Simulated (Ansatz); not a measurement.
NiMoIrPdW:

```
Ni Mo Pd Ir W
1.0
     2.76078    0.00000    0.00000
    -1.38039    2.39090    0.00000
     0.00000    0.00000   11.34051
Ni Mo Pd Ir W
1 1 1 1 1
Direct
  0.00000 0.00000 0.70917
  0.66667 0.33333 0.29425
  0.66667 0.33333 0.89901
  0.00000 0.00000 0.10604
  0.66667 0.33333 0.52921
```

The cell was built by a generator and needn't be a form met in nature.

```yaml
Program: Ansatz 0.2.0
Task: relaxation of cell and atoms
Functional: BLYP
Potentials_or_basis: Ansatz PAW
Cutoff: "420 eV (not typed: the program's choice for these potentials)"
k_mesh: 8 × 8 × 2
Occupations: fermi-dirac, width 0.05 eV
Spin: collinear spin, ferromagnetic start
Starting_moments: "[1.0, 1.0, 0.0, 0.6, 0.0] μB"
```

At the start: volume 14.97 Å³/atom.

Where does the relaxation end?

It ends after 6 steps and the volume is 15.69 Å³/atom (+4.8 %); space group P3m1 (No. 156, to 0.05 Å); moment 0.00 μB per cell.

Step by step:
```csv
step,energy change (eV),largest force (eV/Å),volume (Å³)
1,0.0000,0.5306,74.86
2,-0.1182,0.1016,78.86
3,-0.1206,0.0381,78.47
4,-0.1208,0.0087,78.43
5,-0.1208,0.0050,78.44
6,-0.1219,0.0051,78.44
```

Final structure:
```yaml
crystal:
  lattice:
    - [2.80872, 0.00000, 0.00000]
    - [-1.40436, 2.43242, 0.00000]
    - [0.00000, 0.00000, 11.48181]
  atoms:
    - { symbol: Ni, position: [0.00000, 0.00000, 0.70797] }
    - { symbol: Mo, position: [0.66667, 0.33333, 0.29608] }
    - { symbol: Pd, position: [0.66667, 0.33333, 0.89749] }
    - { symbol: Ir, position: [0.00000, 0.00000, 0.10642] }
    - { symbol: W, position: [0.66667, 0.33333, 0.52972] }
```

Caveat: the plane-wave basis is chosen anew once the cell has moved, so the energies of steps on either side of that aren't comparable; the PAW data sets come from PBE, with cores solved anew for the run's functional, which leaves a small shift of forces and pressure; the starting moments weren't kept.
